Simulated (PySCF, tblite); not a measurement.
# H13N3SSi4, a small molecule taken as a stand-in for a surface group (nitrogen-backed Si): NMR shifts, core binding energies and electronic excitations

Aim: the NMR shifts, core binding energies and electronic excitations of `[SiH3]N[Si](S)(N[SiH3])N[SiH3]`.

Computed with tblite 0.8.0 and PySCF 2.14.0; each step states its level. No surroundings beyond the atoms listed, unless a continuum is named. Atoms count from 0, parts from 1.

### Step 1. Starting point

21 atoms, charge 0, multiplicity 1; geometry: distance geometry start.

### Step 2. Geometry optimisation with GFN2-xTB

Job settings and geometry (Å):

```
{"job": {"kind": "relax", "xc": "GFN2-xTB", "basis": "xTB"}, "charge": 0, "multiplicity": 1}
Si     2.119678    -1.551212    -1.121694
N      0.978935    -2.109280     0.163463
Si     0.104761    -0.813163     1.086204
N      0.239197     0.768322     0.173670
Si    -1.288706     1.342132    -0.643430
N      0.839434    -0.634848     2.732241
Si     1.176221     1.063687     3.265396
S     -1.993465    -1.357557     1.285023
H      2.298737    -2.551638    -2.091979
H      3.373690    -1.195451    -0.564523
H      1.585974    -0.387108    -1.787199
H      0.452144    -2.967991    -0.053007
H      1.089488     0.936216    -0.308620
H     -1.236369     1.012298    -2.022992
H     -1.411753     2.725074    -0.480323
H     -2.417435     0.709985    -0.056760
H      0.515529    -1.256503     3.462602
H      0.238366     1.983582     2.662492
H      2.493806     1.450182     2.861924
H      1.078514     1.168291     4.691903
H     -2.461366    -2.285657     2.138136
```

Method: GFN2-xTB geometry optimisation, gas phase.

Launch:

```bash
$ OMP_NUM_THREADS=1 python cluster_run.py task.json out
```

The driver reads the jobs from task.json and runs them one after another.

**Question.** The jobs that follow are: PBE0-D3(BJ)/def2-SVP geometry optimisation, gas phase; GIAO PBE0/pcSseg-1 NMR shielding, non-relativistic, gas phase; delta-SCF UKS SCAN, pcX-2 on the ionised atom, pcseg-1 elsewhere, spin-free X2C; TDDFT CAM-B3LYP/def2-SVPD, vertical, gas phase, core orbitals frozen in the response. Predict: point group; rotational constants (main isotopes); 1H shifts against TMS (PBE0/pcSseg-1); 29Si shifts against TMS (PBE0/pcSseg-1); 15N shifts against NH3 (PBE0/pcSseg-1); 33S shifts against CS2 (PBE0/pcSseg-1); N1s binding energies, SCAN/pcX-2; Si2p binding energies, SCAN/pcX-2 (standing for 1 of 4 atoms); S2p binding energies, SCAN/pcX-2; lowest singlet (CAM-B3LYP/def2-SVPD); brightest single state of those computed; lowest triplet; vertical ionisation energy (ΔSCF).

**Answer**, as computed:

| quantity | value |
| --- | --- |
| point group | C1 |
| rotational constants (main isotopes) | 0.70, 0.66, 0.65 GHz |
| 1H shifts against TMS (PBE0/pcSseg-1) | 4.79, 4.77, 4.75, 4.66, 4.64, 4.60, 4.59, 4.57, 4.56, 0.56, 0.53, 0.52, 0.28 ppm |
| 29Si shifts against TMS (PBE0/pcSseg-1) | -17.4, -55.6, -56.7, -57.3 ppm |
| 15N shifts against NH3 (PBE0/pcSseg-1) | 35.4, 34.0, 27.3 ppm |
| 33S shifts against CS2 (PBE0/pcSseg-1) | -177 ppm |
| N1s binding energies, SCAN/pcX-2 | N1 404.14, N3 404.12, N5 404.11 eV |
| Si2p binding energies, SCAN/pcX-2 (standing for 1 of 4 atoms) | Si2 107.64 eV |
| S2p binding energies, SCAN/pcX-2 | S7 169.46 eV |
| lowest singlet (CAM-B3LYP/def2-SVPD) | 5.99 eV (207 nm), f = 0.008 |
| brightest single state of those computed | state 5, 6.91 eV, f = 0.053 |
| lowest triplet | 5.59 eV |
| vertical ionisation energy (ΔSCF) | 9.34 eV |

**Reading.** Over 22 steps the energy fell by 0.507 eV; of the close pairs, Si0–H8 changed most, 1.431 to 1.494 Å (PBE0/def2-SVP). No frequency check was run at this level, so the end point may be a saddle. At PBE0/pcSseg-1: The widest tensor belongs to S7: span 227 ppm, with a paramagnetic part of -386 ppm. The N1s levels computed lie within 0.03 eV of one another, too close to rank. The lowest singlet, at 5.99 eV, is HOMO→LUMO 0.61, HOMO→LUMO+5 0.14 and is weak; of the 6 states computed, the strongest absorption comes from state 5 at 6.91 eV. The lowest triplet lies 0.40 eV below the lowest singlet (triplets in Tamm-Dancoff, singlets in full TDDFT). ΔSCF puts the ionisation energy at 9.34 eV, 0.66 eV above −ε(HOMO). A capped cluster stands for the solid here, so long-range fields and strain are missing, and bands or shifts of the capping hydrogens have no counterpart in it.
